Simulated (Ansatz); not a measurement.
# MoN (octet): the correlation ladder, def2-QZVPP

One table from this session's results is given with a row withheld; the runs are named, their logs left out.

Program: Ansatz 0.2.0, Gaussian basis. Level of theory: def2-QZVPP, core rule «outside noble gas», up to 5 orbitals frozen. These are calculated values, not measurements.

Plan: UHF; ROHF; CCSD(T) on UHF.

2 further runs of the same task are left out: 2 set aside as unsound or not needed.

## The geometry

The geometry is a PBE0/def2-TZVP stationary point (not a proven minimum) of the parent state, kept for this charge and spin. No spin-orbit coupling is included. Elements past krypton take def2 core potentials.

2 atoms, charge 0, spin multiplicity 8.

Atoms are counted from 1 here; the program's logs count them from 0.

Bond lengths: Mo1–N2 1.834 Å.

The first run:

File in.yaml:

```yaml
crystal:
  periodic: [false, false, false]
  atoms:
    - {symbol: Mo, position_ang: [0.000000, 0.000000, 0.000000]}
    - {symbol: N, position_ang: [0.000000, 0.000000, 1.833800]}
basis:
  gaussian: {orbitals: "def2-QZVPP.json"}
magnetization: {spin_polarized: true, initial_magnetization: 7}
hamiltonian: {xc: hf}
output: {orbitals: {seedname: orbitals}}
```

Run with:

```console
> ansatz run in.yaml --threads 1 --pin off --events-out ev --progress --plain --max-ram 4096MiB --backend cpu
```

Steps of the session up to this table: UHF; ROHF; CCSD(T) on UHF.

One table of the session follows, with a row left open; its other results are not shown here.

```
  method  from UCCSD(T) (kcal/mol)
    ROHF                   +178.76
     UHF                   +172.88
    UMP2                         ?
   UCCSD                     +7.13
UCCSD(T)                         0
```

Q: Estimate the row for UMP2 from the others.

The run gave: from UCCSD(T) (kcal/mol): +19.91. In the column «from UCCSD(T) (kcal/mol)» it lies between UCCSD (+7.13) and UHF (+172.88).
